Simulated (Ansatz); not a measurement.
# CuAs (zincblende): a single-point run

Wanted: a converged single-point run for CuAs (zincblende), and a check of what comes out. The structure is shown as the input types it.

Method: DFT PBEsol, scalar-relativistic, plane waves, PAW, in Ansatz 0.2.0.

**1. Starting point**

It takes space group F-43m (No. 216, cubic). Conventional cell: a = 10.130 Å, b = 10.130 Å, c = 10.130 Å, α = 90.00°, β = 90.00°, γ = 90.00°. Cu (site symmetry -43m) is surrounded by 4 As at 4.39 Å. Around As (site symmetry -43m) lie 4 Cu at 4.39 Å.

As a file:

```cif
data_structure
_symmetry_space_group_name_H-M 'F-43m'
_symmetry_Int_Tables_number 216
_cell_length_a 10.1299
_cell_length_b 10.1299
_cell_length_c 10.1299
_cell_angle_alpha 90.000
_cell_angle_beta 90.000
_cell_angle_gamma 90.000
_cell_volume 1039.49
loop_
_atom_site_label
_atom_site_type_symbol
_atom_site_symmetry_multiplicity
_atom_site_Wyckoff_symbol
_atom_site_fract_x
_atom_site_fract_y
_atom_site_fract_z
_atom_site_occupancy
Cu1 Cu 4 a 0.00000 0.00000 0.00000 1
As1 As 4 d 0.25000 0.25000 0.75000 1
```

**2. The calculation**

input.yaml reads:

```yaml
crystal:
  lattice:
    - [0.0, 5.064969, 5.064969]
    - [5.064969, 0.0, 5.064969]
    - [5.064969, 5.064969, 0.0]
  atoms:
    - { symbol: Cu, position: [0.0, 0.0, 0.0] }
    - { symbol: As, position: [0.25, 0.25, 0.25] }
basis:
  ecutwfc: 420
  ecutrho_ratio: 4
kpoints:
  mp_grid: { grid: [12, 12, 12] }
hamiltonian:
  xc: pbesol
scf:
  occupations: { method: gaussian, width: 0.05 }
  max_iter: 50
output:
  forces: true
  stress: true
```

Command:

```
$ ansatz run input.yaml --threads 4 --pin off --max-ram 4096MiB --backend cpu --events-out ev --progress --plain --runs-dir out
```

What happens when this is run?

The program finished normally. Convergence says nothing about whether the input makes sense.

A unit slip: numbers in bohr are taken as ångström. The shortest distance in the input is 4.39 Å, between atoms 1 (Cu) and 2 (As).

What to do: convert the lengths to the unit that the input reads.
